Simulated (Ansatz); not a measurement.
**Lu2AlN3: properties of a relaxed candidate**

Aim: for this structure of Lu2AlN3, see whether it has a gap, which orbitals make up the states near it and how charge is shared.

Method: DFT PBE, scalar-relativistic, plane waves, PAW, in Ansatz 0.2.0.

1 further run of the same task is left out (it didn't finish).

**1. The starting structure**

Symmetry: P6/mmm, No. 191, hexagonal system. Conventional cell: a = 4.844 Å, b = 4.844 Å, c = 4.204 Å, α = 90.00°, β = 90.00°, γ = 120.00°. Around Lu (site symmetry -6m2) lie 2 N at 2.10 Å. Al (site symmetry 6/mmm) is surrounded by 2 N at 2.10 Å. N (site symmetry -6m2) has 2 Lu at 2.10 Å as nearest neighbours. N (site symmetry 6/mmm) is surrounded by 2 Al at 2.10 Å.

Structure file:

```xyz
6
Lattice="4.8442 0.0000 0.0000 -2.4221 4.1952 0.0000 0.0000 0.0000 4.2035" Properties=species:S:1:pos:R:3 pbc="T T T"
Lu    0.0000    2.7968    2.1018
Lu    2.4221    1.3984    2.1018
Al    0.0000    0.0000    0.0000
N     0.0000    2.7968    0.0000
N     2.4221    1.3984    0.0000
N     0.0000    0.0000    2.1018
```

It is the end of an earlier relaxation with the same method, from a generated guess; it is a trial structure. At a tolerance of 0.05 Å it has space group P6/mmm (No. 191); it has 14.24 Å³/atom, an uncorrected energy of +0.40 eV/atom over the elements.

**2. Bands, states and charges**

File input.yaml:

```yaml
crystal:
  lattice:
    - [4.8442114973, 0.0, 0.0]
    - [-2.4221057486, 4.195210218, 0.0]
    - [0.0, 0.0, 4.2035488143]
  atoms:
    - { symbol: Lu, position: [0.3333333333, 0.6666666667, 0.5] }
    - { symbol: Lu, position: [0.6666666667, 0.3333333333, 0.5] }
    - { symbol: Al, position: [0.0, 0.0, 0.0] }
    - { symbol: "N", position: [0.3333333333, 0.6666666667, 0.0] }
    - { symbol: "N", position: [0.6666666667, 0.3333333333, 0.0] }
    - { symbol: "N", position: [0.0, 0.0, 0.5] }
basis:
  ecutwfc: 420
kpoints:
  mp_grid: { grid: [12, 12, 10] }
  band_path:
    path:
      - [[0.0, 0.0, 0.0], [0.5, 0.0, 0.0], [0.33333333, 0.33333333, 0.0], [0.0, 0.0, 0.0], [0.0, 0.0, 0.5], [0.5, 0.0, 0.5], [0.33333333, 0.33333333, 0.5], [0.0, 0.0, 0.5]]
      - [[0.5, 0.0, 0.5], [0.5, 0.0, 0.0]]
      - [[0.33333333, 0.33333333, 0.5], [0.33333333, 0.33333333, 0.0]]
    npoints: 14
hamiltonian:
  xc: pbe
scf:
  occupations: { method: gaussian, width: 0.1 }
  n_extra_bands: 15
output:
  forces: true
  stress: true
  eigenvalues: true
  populations: true
  dos: { projected: true, de: 0.02, nscf_kmesh: { grid: [15, 15, 12] } }
  bader: true
  write_density: true
  write_potential: true
  elf: true
  volumetric_format: npy
```

Started as:

```sh
$ ansatz run input.yaml --threads 1 --pin off --max-ram 2560MiB --backend cpu --events-out ev --progress --plain --runs-dir out
```

What does the calculation give? Wanted: gap; states at the Fermi level; Bader charges.

As calculated:

```
                 quantity                                   value
                      gap                            none (metal)
states at the Fermi level                    3.89 per eV per cell
            Bader charges  Lu +1.57, Al +1.99, N -2.08 to -1.52 e
```

What this shows: There is no gap at this level. Of the projected weight within 0.25 eV of the Fermi level, the largest part is N 2p (51 %) and Lu 5d (39 %). Charge transfer between the atoms is strong (Bader charges up to 2.1 e). Spin-orbit coupling is left out, which matters for the bands of Lu.
